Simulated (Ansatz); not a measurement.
# TaCl3O: one species, many methods

The task here is to estimate one member of a computed series from the others.

The runs use Ansatz 0.2.0, Gaussian basis; functionals in def2-TZVPP, the program's frozen cores in correlated methods.

Levels to be run: LDA (SPW92), PBE-D4, revPBE-D4, BLYP-D4, r2SCAN-D4, B97M-V, PBE0-D4, B3LYP-D4, r2SCANh-D4, r2SCAN0-D4, HSE06-D4, BHLYP-D4, CAM-B3LYP-D4, LC-ωPBE, ωB97X-V, ωB97M-V, B2PLYP, PBE-QIDH; CCSD(T)/def2-SVP; CCSD(T)/def2-TZVPP; MP2/def2-QZVPP; extrapolation to the limit; RPA on PBE.

1 further run of the same task is left out (for a known fault of the program).

## The relaxed structure

All runs share one geometry, relaxed beforehand with PBE0-D4 in a triple-zeta def2 set. Ta takes the def2 core potential; no spin-orbit term is included.

SMILES `[O]=[Ta]([Cl])([Cl])[Cl]`, 5 atoms, charge 0, spin multiplicity 1.

Atoms are counted from 1 here; the program's logs count them from 0.

Bond lengths: O1–Ta2 1.701 Å, Ta2–Cl3 2.281 Å, Ta2–Cl4 2.281 Å, Ta2–Cl5 2.281 Å. Angles: O1–Ta2–Cl3 107.5°, O1–Ta2–Cl4 107.5°, O1–Ta2–Cl5 107.5°, Cl3–Ta2–Cl4 111.3°, Cl3–Ta2–Cl5 111.3°, Cl4–Ta2–Cl5 111.3°.

The first run:

in.yaml

```yaml
crystal:
  periodic: [false, false, false]
  atoms:
    - {symbol: O, position_ang: [-0.851452, 0.089789, 1.537786]}
    - {symbol: Ta, position_ang: [-0.025048, -0.010517, 0.054626]}
    - {symbol: Cl, position_ang: [1.630251, -1.562077, 0.293886]}
    - {symbol: Cl, position_ang: [-1.535871, -0.646154, -1.532189]}
    - {symbol: Cl, position_ang: [0.832019, 2.055258, -0.395508]}
basis:
  gaussian: {orbitals: def2-TZVPP}
hamiltonian: {xc: lda}
output: {orbitals: {seedname: orbitals}}
```

Started as:

```
ansatz run in.yaml --threads 4 --pin off --events-out ev --progress --plain --max-ram 10444MiB
```

Steps of the session up to this table: LDA; PBE-D4 (GGA); revPBE-D4 (GGA); BLYP-D4 (GGA); r2SCAN-D4 (meta-GGA); B97M-V (meta-GGA); B3LYP-D4 (hybrid); r2SCANh-D4 (hybrid); r2SCAN0-D4 (hybrid); HSE06-D4 (hybrid); BHLYP-D4 (hybrid); CAM-B3LYP-D4 (range-separated); LC-ωPBE (range-separated); ωB97X-V (range-separated); ωB97M-V (range-separated); B2PLYP (double hybrid); PBE-QIDH (double hybrid).

One of the session's tables, all rows but one given; the rest of the session is left out.

It belongs to the step «Frontier levels by functional». 

| functional | HOMO (eV) | LUMO (eV) | gap (eV) |
| --- | --- | --- | --- |
| LDA (SPW92) | -8.48 | -3.75 | 4.73 |
| PBE-D4 | -8.29 | -3.50 | 4.80 |
| revPBE-D4 | -8.23 | -3.41 | 4.82 |
| BLYP-D4 | -8.12 | -3.37 | 4.76 |
| r2SCAN-D4 | -8.69 | -3.42 | 5.26 |
| B97M-V | -8.73 | -3.36 | 5.37 |
| PBE0-D4 | -9.76 | -2.76 | 7.01 |
| B3LYP-D4 | -9.47 | -2.95 | 6.52 |
| r2SCANh-D4 | -9.22 | -3.14 | 6.08 |
| r2SCAN0-D4 | -10.03 | -2.70 | 7.32 |
| HSE06-D4 | -9.36 | -3.13 | 6.23 |
| BHLYP-D4 | -11.07 | -1.84 | 9.23 |
| CAM-B3LYP-D4 | -11.13 | -1.69 | 9.44 |
| LC-ωPBE | ? | ? | ? |
| ωB97X-V | -12.17 | -0.64 | 11.53 |
| ωB97M-V | -12.01 | -0.68 | 11.34 |

Estimate the missing values for LC-ωPBE.

**Answer.** HOMO (eV): -12.56; LUMO (eV): -0.57; gap (eV): 11.99. In the column «HOMO (eV)» it is the lowest.
